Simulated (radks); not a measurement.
# Ni⁴⁺ in [Ar] 3d5 4s1: an all-electron calculation

One table from this session's results is given with a row withheld; the runs are named, their logs left out.

Method: non-relativistic Kohn-Sham, RPBE, spin-polarised, spherical densities, point nucleus; open shells are filled with parallel spins first. Code: radks (a radial shooting solver on a logarithmic mesh, Libxc functionals) version 1.

**The system**

- element: nickel (Z = 28)
- charge: +4
- electrons: 24
- configuration: [Ar] 3d5 4s1

The outer shells:

Ni⁴⁺
```
[Ar] core
3d [↑ ][↑ ][↑ ][↑ ][↑ ]
4s [↑ ]
```

The first run:

The run's settings:

```text
Z 28
configuration [Ar] 3d5 4s1 4p0 5s0 4d0 4f0
relativity non-relativistic
functional rpbe,pbe
spin polarised
nucleus point
```

Started as:

```bash
$ python run_ks.py task.json out
```

This one command runs every case of the session in turn.

One of the session's tables, all rows but one given; the rest of the session is left out.

It belongs to the step «Radial structure». Sizes of the orbitals, from the radial functions (bohr):

| level | <r> | outermost maximum (interpolated) | 90 % within | nodes |
| --- | --- | --- | --- | --- |
| 1s up | 0.05483 | 0.0361 | 0.0976 | 0 |
| 1s down | 0.05483 | 0.0361 | 0.0976 | 0 |
| 2s up | ? | ? | ? | ? |
| 2s down | 0.2478 | 0.207 | 0.383 | 1 |
| 2p up | 0.2169 | 0.166 | 0.355 | 0 |
| 2p down | 0.2163 | 0.166 | 0.353 | 0 |
| 3s up | 0.7282 | 0.640 | 1.08 | 2 |
| 3s down | 0.7322 | 0.642 | 1.09 | 2 |
| 3p up | 0.7474 | 0.639 | 1.14 | 1 |
| 3p down | 0.7536 | 0.642 | 1.15 | 1 |
| 3d up | 0.7951 | 0.591 | 1.30 | 0 |
| 3d down | 0.8155 | 0.601 | 1.34 | 0 |
| 4s up | 1.906 | 1.73 | 2.75 | 3 |
| 4s down | 1.919 | 1.75 | 2.76 | 3 |
| 4p up | 2.112 | 1.90 | 3.08 | 2 |
| 4d up | 2.664 | 2.40 | 3.91 | 1 |
| 5s up | 3.754 | 3.69 | 5.27 | 4 |

Q: Estimate the row for 2s up from the others.

As computed: <r>: 0.2485; outermost maximum (interpolated): 0.208; 90 % within: 0.384; nodes: 1. In the column «<r>» it lies between 2s down (0.2478) and 3s up (0.7282).
